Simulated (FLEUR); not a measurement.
# Sn3Se (Fm-3m) in FLEUR: notebook

Runs on Sn3Se. Level: r2SCAN. Tasks: band structure, equation of state.

Program: FLEUR MaX-R8.1 (later development tree). These are calculated values, not measurements. Logs are shortened: lines on timing, memory, paths and dates and some standing lists are left out, and cuts for length are marked.

## 1. The crystal as given

Symmetry: Fm-3m, No. 225, cubic system. The conventional cell has a = 7.466 Å, b = 7.466 Å, c = 7.466 Å, α = 90.00°, β = 90.00°, γ = 90.00°. Around Sn (site symmetry m-3m) lie 8 Sn at 3.23 Å. Around Sn (site symmetry -43m) lie 4 Sn at 3.23 Å and 4 Se at 3.23 Å. Around Se (site symmetry m-3m) lie 8 Sn at 3.23 Å.

The cell comes from a database or a generator and needn't be the stable form of this composition.

## 2. Band structure, r2SCAN

Input file inp.xml:

```xml
<?xml version="1.0" encoding="UTF-8" standalone="no"?>
<fleurInput fleurInputVersion="0.39">
   <comment>
      Sn3Se                                                                                               
   </comment>
   <calculationSetup>
      <cutoffs Kmax="4.1" Gmax="12.7" GmaxXC="12.7" numbands="0"/>
      <scfLoop itmax="80" minDistance="0.0001" maxIterBroyd="30" imix="Anderson" alpha="0.05" precondParam="0.0" spinf="2.0" sdNocoIR="T"/>
      <coreElectrons ctail="F" frcor="F" kcrel="0" coretail_lmax="0"/>
      <xcFunctional name="LibXC" relativisticCorrections="F">
         <LibXCName exchange="mgga_x_r2scan" correlation="mgga_c_r2scan"/>
         <AuxGGA exchange="117" correlation="130"/>
      </xcFunctional>
      <magnetism jspins="1"/>
      <soc l_soc="F" theta="0.0" phi="0.0" spav="F"/>
      <expertModes spex="0" secvar="F"/>
      <geometryOptimization l_f="F" forcealpha="1.0" forcemix="BFGS" epsdisp="0.00001" epsforce="0.00001"/>
      <ldaU l_linMix="F" mixParam="0.05" spinf="1.0"/>
   </calculationSetup>
   <cell>
      <bzIntegration valenceElectrons="82.0" mode="hist" fermiSmearingEnergy="0.00183747">
         <kPointListSelection listName="default-1"/>
         <!-- k-points included here -->
         <xi:include xmlns:xi="http://www.w3.org/2001/XInclude" href="kpts.xml"> </xi:include>
      </bzIntegration>
      <!-- symmetry operations included here -->
[... 39 lines left out ...]
         <lo type="SCLO" l="3" n="4" eDeriv="2"/>
      </species>
   </atomSpecies>
   <atomGroups>
      <atomGroup species="Tin (Sn)">
         <relPos label="                   1">1.000/2.000 1.000/2.000 1.000/2.000</relPos>
         <force calculate="T" relaxXYZ="TTT"/>
      </atomGroup>
      <atomGroup species="Tin (Sn)">
         <relPos label="                   2">-1.000/4.000 -1.000/4.000 -1.000/4.000</relPos>
         <relPos label="                   3">1.000/4.000 1.000/4.000 1.000/4.000</relPos>
         <force calculate="T" relaxXYZ="TTT"/>
      </atomGroup>
      <atomGroup species="Selenium (Se)">
         <relPos label="                   4">.0000000000 .0000000000 .0000000000</relPos>
         <force calculate="T" relaxXYZ="TTT"/>
      </atomGroup>
   </atomGroups>
   <output dos="F" band="F" slice="F">
      <checks vchk="F" cdinf="F"/>
      <bandDOS minEnergy="-.5*Htr" maxEnergy="0.5*Htr" sigma="0.015" storeEVData="T"/>
      <vacuumDOS vacdos="F" integ="F" star="F" nstars="0" locx1="0.0" locy1="0.0" locx2="0.0" locy2="0.0" nstm="0" tworkf="0.0"/>
      <unfoldingBand unfoldBand="F" supercellX="1" supercellY="1" supercellZ="1"/>
      <plotting iplot="0" polar="F">
         <plot TwoD="T" vec1="  1.0  0.0  0.0" vec2="  0.0  1.0  0.0" vec3="  0.0  0.0  1.0" zero="  0.0  0.0  0.0" file="plot"/>
      </plotting>
      <chargeDensitySlicing numkpt="0" minEigenval="0.0" maxEigenval="0.0" nnne="0" pallst="F"/>
      <specialOutput eonly="F"/>
      <moessbauerParams electricFieldGradient="T" isomerShift="T" coreHyperfine="T" valenceHyperfine="T"/>
      <magneticCircularDichroism mcd="F" energyLo="-10.0" energyUp="0.0"/>
   </output>
  <!-- We include the file relax.xml here to enable relaxations (see documentation) -->
  <xi:include xmlns:xi="http://www.w3.org/2001/XInclude" href="relax.xml"> <xi:fallback/> </xi:include>
</fleurInput>
```

Input file crystal.txt:

```
Sn3Se
&input cartesian=F /
0.0000000000  3.7331380000  3.7331380000
3.7331380000  0.0000000000  3.7331380000
3.7331380000  3.7331380000  0.0000000000
1.8897261246
1.0 1.0 1.0

4
50 0.5000000000  0.5000000000  0.5000000000
50 0.7500000000  0.7500000000  0.7500000000
50 0.2500000000  0.2500000000  0.2500000000
34 0.0000000000  0.0000000000  0.0000000000

&kpt div1=6 div2=6 div3=6 gamma=T /
```

Input file inp.xml (bands):

```
<?xml version="1.0" encoding="UTF-8" standalone="no"?>
<fleurInput fleurInputVersion="0.39">
   <comment>
      Sn3Se                                                                                               
   </comment>
   <calculationSetup>
      <cutoffs Kmax="4.1" Gmax="12.7" GmaxXC="12.7" numbands="0"/>
      <scfLoop itmax="80" minDistance="0.0001" maxIterBroyd="30" imix="Anderson" alpha="0.05" precondParam="0.0" spinf="2.0" sdNocoIR="T"/>
      <coreElectrons ctail="F" frcor="F" kcrel="0" coretail_lmax="0"/>
      <xcFunctional name="LibXC" relativisticCorrections="F">
         <LibXCName exchange="mgga_x_r2scan" correlation="mgga_c_r2scan"/>
         <AuxGGA exchange="117" correlation="130"/>
      </xcFunctional>
      <magnetism jspins="1"/>
      <soc l_soc="F" theta="0.0" phi="0.0" spav="F"/>
      <expertModes spex="0" secvar="F"/>
      <geometryOptimization l_f="F" forcealpha="1.0" forcemix="BFGS" epsdisp="0.00001" epsforce="0.00001"/>
      <ldaU l_linMix="F" mixParam="0.05" spinf="1.0"/>
   </calculationSetup>
   <cell>
      <bzIntegration valenceElectrons="82.0" mode="hist" fermiSmearingEnergy="0.00183747">
         <kPointListSelection listName="path-1"/>
         <!-- k-points included here -->
         <xi:include xmlns:xi="http://www.w3.org/2001/XInclude" href="kpts.xml"> </xi:include>
      </bzIntegration>
      <!-- symmetry operations included here -->
[... 38 lines left out ...]
         <lo type="SCLO" l="1" n="4" eDeriv="2"/>
         <lo type="SCLO" l="3" n="4" eDeriv="2"/>
      </species>
   </atomSpecies>
   <atomGroups>
      <atomGroup species="Tin (Sn)">
         <relPos label="                   1">1.000/2.000 1.000/2.000 1.000/2.000</relPos>
         <force calculate="T" relaxXYZ="TTT"/>
      </atomGroup>
      <atomGroup species="Tin (Sn)">
         <relPos label="                   2">-1.000/4.000 -1.000/4.000 -1.000/4.000</relPos>
         <relPos label="                   3">1.000/4.000 1.000/4.000 1.000/4.000</relPos>
         <force calculate="T" relaxXYZ="TTT"/>
      </atomGroup>
      <atomGroup species="Selenium (Se)">
         <relPos label="                   4">.0000000000 .0000000000 .0000000000</relPos>
         <force calculate="T" relaxXYZ="TTT"/>
      </atomGroup>
   </atomGroups>
   <output dos="F" band="T" slice="F">
      <checks vchk="F" cdinf="F"/>
      <bandDOS minEnergy="-.5*Htr" maxEnergy="0.5*Htr" sigma="0.015" storeEVData="T"/>
      <vacuumDOS vacdos="F" integ="F" star="F" nstars="0" locx1="0.0" locy1="0.0" locx2="0.0" locy2="0.0" nstm="0" tworkf="0.0"/>
      <unfoldingBand unfoldBand="F" supercellX="1" supercellY="1" supercellZ="1"/>
      <plotting iplot="0" polar="F">
         <plot TwoD="T" vec1="  1.0  0.0  0.0" vec2="  0.0  1.0  0.0" vec3="  0.0  0.0  1.0" zero="  0.0  0.0  0.0" file="plot"/>
      </plotting>
      <chargeDensitySlicing numkpt="0" minEigenval="0.0" maxEigenval="0.0" nnne="0" pallst="F"/>
      <specialOutput eonly="F"/>
      <moessbauerParams electricFieldGradient="T" isomerShift="T" coreHyperfine="T" valenceHyperfine="T"/>
      <magneticCircularDichroism mcd="F" energyLo="-10.0" energyUp="0.0"/>
   </output>
  <!-- We include the file relax.xml here to enable relaxations (see documentation) -->
  <xi:include xmlns:xi="http://www.w3.org/2001/XInclude" href="relax.xml"> <xi:fallback/> </xi:include>
</fleurInput>
```

Potentials or basis: all-electron, FLAPW.

Command:

```sh
> inpgen -f crystal.txt -profile fastHighL
> # inp.xml edited to the form shown
> fleur_MPI
> fleur_MPI   # second run, on inp.xml (bands)
```

The log of the run:

```text
Welcome to FLEUR        (www.flapw.de)
      MaX-Release 8.1          (www.max-centre.eu)
 func_ids         498         497         498         497
 MetaGGA potential functional detected - V_tau will be computed
 Auxiliary Potential for radial basis: exchange=         117  correlation=         130
The functional 'Re-regularized SCAN exchange by Furness et al' is an exchange functional, it belongs to the 'MGGA' family and is defined in the reference(s):
[1] J. W. Furness, A. D. Kaplan, J. Ning, J. P. Perdew, and J. Sun.,  J. Phys. Chem. Lett. 11, 8208-8215 (2020)
[2] J. W. Furness, A. D. Kaplan, J. Ning, J. P. Perdew, and J. Sun.,  J. Phys. Chem. Lett. 11, 9248-9248 (2020)
The functional 'Re-regularized SCAN correlation by Furness et al' is a correlation functional, it belongs to the 'MGGA' family and is defined in the reference(s):
[1] J. W. Furness, A. D. Kaplan, J. Ning, J. P. Perdew, and J. Sun.,  J. Phys. Chem. Lett. 11, 8208-8215 (2020)
[2] J. W. Furness, A. D. Kaplan, J. Ning, J. P. Perdew, and J. Sun.,  J. Phys. Chem. Lett. 11, 9248-9248 (2020)
 Using same functional for VXC and EXC

 ========== k-point set info ==========
 Selected k-point list: default-1
 k-point list type: mesh
 6 x 6 x 6
 Number of k points: 16

 ------------Calculation Setup---------------------------
 Number of MPI-tasks      :            1
 Number of PE/node        :            1
 Number of OMP-threads    :            1
 Most efficient MPI parallelization for:
           1           2           4           8          16
 Additional eigenvalue parallelization possible
 Number of basis functions:         1009
 Approximate size of matrices (H+S) per k-point:         0.015 GB
 --------------------------------------------------------
The functional 'Hammer, Hansen, and Norskov' is an exchange functional, it belongs to the 'GGA' family and is defined in the reference(s):
[1] B. Hammer, L. B. Hansen, and J. K. Nørskov.,  Phys. Rev. B 59, 7413 (1999)
The functional 'Perdew, Burke & Ernzerhof' is a correlation functional, it belongs to the 'GGA' family and is defined in the reference(s):
[1] J. P. Perdew, K. Burke, and M. Ernzerhof.,  Phys. Rev. Lett. 77, 3865 (1996)
[2] J. P. Perdew, K. Burke, and M. Ernzerhof.,  Phys. Rev. Lett. 78, 1396 (1997)
 Using same functional for VXC and EXC
 Using auxiliary GGA potential for the first iteration of MetaGGA calculation.
 Reset of history
 Reset of history
 Iteration:     1   Distance:      24.40845452 me/bohr^3
The functional 'Hammer, Hansen, and Norskov' is an exchange functional, it belongs to the 'GGA' family and is defined in the reference(s):
[1] B. Hammer, L. B. Hansen, and J. K. Nørskov.,  Phys. Rev. B 59, 7413 (1999)
The functional 'Perdew, Burke & Ernzerhof' is a correlation functional, it belongs to the 'GGA' family and is defined in the reference(s):
[1] J. P. Perdew, K. Burke, and M. Ernzerhof.,  Phys. Rev. Lett. 77, 3865 (1996)
[2] J. P. Perdew, K. Burke, and M. Ernzerhof.,  Phys. Rev. Lett. 78, 1396 (1997)
 Using same functional for VXC and EXC
 Iteration:     2   Distance:      23.10869267 me/bohr^3
The functional 'Hammer, Hansen, and Norskov' is an exchange functional, it belongs to the 'GGA' family and is defined in the reference(s):
[1] B. Hammer, L. B. Hansen, and J. K. Nørskov.,  Phys. Rev. B 59, 7413 (1999)
The functional 'Perdew, Burke & Ernzerhof' is a correlation functional, it belongs to the 'GGA' family and is defined in the reference(s):
[1] J. P. Perdew, K. Burke, and M. Ernzerhof.,  Phys. Rev. Lett. 77, 3865 (1996)
[2] J. P. Perdew, K. Burke, and M. Ernzerhof.,  Phys. Rev. Lett. 78, 1396 (1997)
 Using same functional for VXC and EXC
 Iteration:     3   Distance:      21.88274685 me/bohr^3
The functional 'Hammer, Hansen, and Norskov' is an exchange functional, it belongs to the 'GGA' family and is defined in the reference(s):
[1] B. Hammer, L. B. Hansen, and J. K. Nørskov.,  Phys. Rev. B 59, 7413 (1999)
The functional 'Perdew, Burke & Ernzerhof' is a correlation functional, it belongs to the 'GGA' family and is defined in the reference(s):
[1] J. P. Perdew, K. Burke, and M. Ernzerhof.,  Phys. Rev. Lett. 77, 3865 (1996)
[2] J. P. Perdew, K. Burke, and M. Ernzerhof.,  Phys. Rev. Lett. 78, 1396 (1997)
 Using same functional for VXC and EXC
 Iteration:     4   Distance:       7.42487374 me/bohr^3
The functional 'Hammer, Hansen, and Norskov' is an exchange functional, it belongs to the 'GGA' family and is defined in the reference(s):
[1] B. Hammer, L. B. Hansen, and J. K. Nørskov.,  Phys. Rev. B 59, 7413 (1999)
The functional 'Perdew, Burke & Ernzerhof' is a correlation functional, it belongs to the 'GGA' family and is defined in the reference(s):
[1] J. P. Perdew, K. Burke, and M. Ernzerhof.,  Phys. Rev. Lett. 77, 3865 (1996)
[2] J. P. Perdew, K. Burke, and M. Ernzerhof.,  Phys. Rev. Lett. 78, 1396 (1997)
 Using same functional for VXC and EXC
 Iteration:     5   Distance:       2.30434497 me/bohr^3
The functional 'Hammer, Hansen, and Norskov' is an exchange functional, it belongs to the 'GGA' family and is defined in the reference(s):
[1] B. Hammer, L. B. Hansen, and J. K. Nørskov.,  Phys. Rev. B 59, 7413 (1999)
The functional 'Perdew, Burke & Ernzerhof' is a correlation functional, it belongs to the 'GGA' family and is defined in the reference(s):
[1] J. P. Perdew, K. Burke, and M. Ernzerhof.,  Phys. Rev. Lett. 77, 3865 (1996)
[2] J. P. Perdew, K. Burke, and M. Ernzerhof.,  Phys. Rev. Lett. 78, 1396 (1997)
 Using same functional for VXC and EXC
 Iteration:     6   Distance:       0.52430262 me/bohr^3
The functional 'Hammer, Hansen, and Norskov' is an exchange functional, it belongs to the 'GGA' family and is defined in the reference(s):
[1] B. Hammer, L. B. Hansen, and J. K. Nørskov.,  Phys. Rev. B 59, 7413 (1999)
The functional 'Perdew, Burke & Ernzerhof' is a correlation functional, it belongs to the 'GGA' family and is defined in the reference(s):
[1] J. P. Perdew, K. Burke, and M. Ernzerhof.,  Phys. Rev. Lett. 77, 3865 (1996)
[2] J. P. Perdew, K. Burke, and M. Ernzerhof.,  Phys. Rev. Lett. 78, 1396 (1997)
 Using same functional for VXC and EXC
[... 33 lines left out ...]
[2] J. P. Perdew, K. Burke, and M. Ernzerhof.,  Phys. Rev. Lett. 78, 1396 (1997)
 Using same functional for VXC and EXC
 Iteration:    12   Distance:       0.00206217 me/bohr^3
The functional 'Hammer, Hansen, and Norskov' is an exchange functional, it belongs to the 'GGA' family and is defined in the reference(s):
[1] B. Hammer, L. B. Hansen, and J. K. Nørskov.,  Phys. Rev. B 59, 7413 (1999)
The functional 'Perdew, Burke & Ernzerhof' is a correlation functional, it belongs to the 'GGA' family and is defined in the reference(s):
[1] J. P. Perdew, K. Burke, and M. Ernzerhof.,  Phys. Rev. Lett. 77, 3865 (1996)
[2] J. P. Perdew, K. Burke, and M. Ernzerhof.,  Phys. Rev. Lett. 78, 1396 (1997)
 Using same functional for VXC and EXC
 Iteration:    13   Distance:       0.00196935 me/bohr^3
The functional 'Hammer, Hansen, and Norskov' is an exchange functional, it belongs to the 'GGA' family and is defined in the reference(s):
[1] B. Hammer, L. B. Hansen, and J. K. Nørskov.,  Phys. Rev. B 59, 7413 (1999)
The functional 'Perdew, Burke & Ernzerhof' is a correlation functional, it belongs to the 'GGA' family and is defined in the reference(s):
[1] J. P. Perdew, K. Burke, and M. Ernzerhof.,  Phys. Rev. Lett. 77, 3865 (1996)
[2] J. P. Perdew, K. Burke, and M. Ernzerhof.,  Phys. Rev. Lett. 78, 1396 (1997)
 Using same functional for VXC and EXC
 Iteration:    14   Distance:       0.00029847 me/bohr^3
The functional 'Hammer, Hansen, and Norskov' is an exchange functional, it belongs to the 'GGA' family and is defined in the reference(s):
[1] B. Hammer, L. B. Hansen, and J. K. Nørskov.,  Phys. Rev. B 59, 7413 (1999)
The functional 'Perdew, Burke & Ernzerhof' is a correlation functional, it belongs to the 'GGA' family and is defined in the reference(s):
[1] J. P. Perdew, K. Burke, and M. Ernzerhof.,  Phys. Rev. Lett. 77, 3865 (1996)
[2] J. P. Perdew, K. Burke, and M. Ernzerhof.,  Phys. Rev. Lett. 78, 1396 (1997)
 Using same functional for VXC and EXC
 Iteration:    15   Distance:       0.00021545 me/bohr^3
The functional 'Hammer, Hansen, and Norskov' is an exchange functional, it belongs to the 'GGA' family and is defined in the reference(s):
[1] B. Hammer, L. B. Hansen, and J. K. Nørskov.,  Phys. Rev. B 59, 7413 (1999)
The functional 'Perdew, Burke & Ernzerhof' is a correlation functional, it belongs to the 'GGA' family and is defined in the reference(s):
[1] J. P. Perdew, K. Burke, and M. Ernzerhof.,  Phys. Rev. Lett. 77, 3865 (1996)
[2] J. P. Perdew, K. Burke, and M. Ernzerhof.,  Phys. Rev. Lett. 78, 1396 (1997)
 Using same functional for VXC and EXC
 Iteration:    16   Distance:       0.00008472 me/bohr^3

 ********************************************************************
 Run finished successfully
 Stop message:
   all done
 ********************************************************************
```

Run time: 3 min. Hardware: 1 thread of Arm Neoverse V2, shared host; peak memory 0.11 GiB.

What came out:

- Free energy: -570566.3285 eV
- Band gap along the path: none (metal or under the smearing width)
- Valence electrons inside the program's atomic spheres: Sn 20.22, 20.09; Se 15.05 (radii Sn 2.66, Se 2.66 bohr)

Levels at the corners of the path, in eV from the Fermi level:
```csv
point,band 39,band 40,band 41,band 42,band 43,band 44
Γ,-2.74,-1.27,-1.27,-1.27,-0.64,-0.64
X,-0.34,0.42,0.42,1.30,2.87,2.87
W,-2.31,-2.31,0.85,0.85,3.39,3.49
K,-1.42,-1.14,-0.15,1.57,1.74,3.13
Γ,-2.74,-1.27,-1.27,-1.27,-0.64,-0.64
L,-2.23,-2.23,-0.89,0.48,2.24,2.24
U,-1.42,-1.14,-0.15,1.57,1.74,3.13
W,-2.31,-2.31,0.85,0.85,3.39,3.49
L,-2.23,-2.23,-0.89,0.48,2.24,2.24
K,-1.42,-1.14,-0.15,1.57,1.74,3.13
U,-1.42,-1.14,-0.15,1.57,1.74,3.13
X,-0.34,0.42,0.42,1.30,2.87,2.87
```

Core levels (eV from the Fermi level):
```csv
atom,levels
1 Sn,"1s1/2 -28992.6, 2s1/2 -4371.7, 2p1/2 -4082.7, 2p3/2 -3852.0, 3s1/2 -840.0, 3p1/2 -722.7, 3p3/2 -680.5, 3d3/2 -473.5, 3d5/2 -464.8"
2 Sn,"1s1/2 -28993.1, 2s1/2 -4372.1, 2p1/2 -4083.1, 2p3/2 -3852.5, 3s1/2 -840.4, 3p1/2 -723.1, 3p3/2 -681.0, 3d3/2 -473.9, 3d5/2 -465.2"
3 Sn,"1s1/2 -28993.1, 2s1/2 -4372.1, 2p1/2 -4083.1, 2p3/2 -3852.5, 3s1/2 -840.4, 3p1/2 -723.1, 3p3/2 -681.0, 3d3/2 -473.9, 3d5/2 -465.2"
4 Se,"1s1/2 -12495.9, 2s1/2 -1600.4, 2p1/2 -1434.7, 2p3/2 -1393.0, 3s1/2 -207.5, 3p1/2 -150.8, 3p3/2 -145.0"
```

Caveat: the meta-GGA is that of a development version, with a GGA for the radial functions and cores and without core tails; spin-orbit coupling is left out, which moves the levels of the heavy elements.

## 3. Equation of state, r2SCAN, 24.45 Å³/atom (volume scaled by 0.94)

Changes to inp.xml since step 2:

```diff
@@ -27,3 +27,3 @@
       <xi:include xmlns:xi="http://www.w3.org/2001/XInclude" href="sym.xml"> </xi:include>
-      <bulkLattice scale="1.0">
+      <bulkLattice scale="0.9795861087">
          <bravaisMatrix>
```

Potentials or basis: all-electron, FLAPW.

Command:

```sh
> inpgen -f crystal.txt -profile fastHighL
> # inp.xml edited to the form shown
> fleur_MPI
```

Run time: 2.2 min. Hardware: 1 thread of Arm Neoverse V2, shared host; peak memory 0.1 GiB.

The run converged. Its results:

```yaml
Free_energy: -570566.3137 eV
Band_gap_on_the_k_mesh: none (metal or under the smearing width)
Valence_electrons_inside_the_program's_atomic_spheres: Sn 20.27, 20.14; Se 15.10 (radii Sn 2.66, Se 2.66 bohr)
```

Caveat: the meta-GGA is that of a development version, with a GGA for the radial functions and cores and without core tails.

## 4. Equation of state, r2SCAN, 24.97 Å³/atom (volume scaled by 0.96)

Changes to inp.xml since step 3:

```diff
@@ -27,3 +27,3 @@
       <xi:include xmlns:xi="http://www.w3.org/2001/XInclude" href="sym.xml"> </xi:include>
-      <bulkLattice scale="0.9795861087">
+      <bulkLattice scale="0.9864848297">
          <bravaisMatrix>
```

Command:

```sh
> inpgen -f crystal.txt -profile fastHighL
> # inp.xml edited to the form shown
> fleur_MPI
```

Wall time 2.3 min (1 thread of Arm Neoverse V2, shared host); peak memory 0.1 GiB.

It converged, with:

```
Free energy                                           : -570566.3344 eV
Band gap on the k mesh                                : none (metal or under the smearing width)
Valence electrons inside the program's atomic spheres : Sn 20.25, 20.12; Se 15.09 (radii Sn 2.66, Se 2.66 bohr)
```

Caveat: the meta-GGA is that of a development version, with a GGA for the radial functions and cores and without core tails.

## 5. Equation of state, r2SCAN, 26.01 Å³/atom

Changes to inp.xml since step 4:

```diff
@@ -27,3 +27,3 @@
       <xi:include xmlns:xi="http://www.w3.org/2001/XInclude" href="sym.xml"> </xi:include>
-      <bulkLattice scale="0.9864848297">
+      <bulkLattice scale="1.0000000000">
          <bravaisMatrix>
```

Command:

```sh
> inpgen -f crystal.txt -profile fastHighL
> # inp.xml edited to the form shown
> fleur_MPI
```

Wall time 2.4 min (1 thread of Arm Neoverse V2, shared host); peak memory 0.11 GiB.

It converged, with:

```
Free energy                                           : -570566.3285 eV
Band gap on the k mesh                                : none (metal or under the smearing width)
Valence electrons inside the program's atomic spheres : Sn 20.22, 20.09; Se 15.05 (radii Sn 2.66, Se 2.66 bohr)
```

Caveat: the meta-GGA is that of a development version, with a GGA for the radial functions and cores and without core tails.

(Continued in part 2 of 2.)
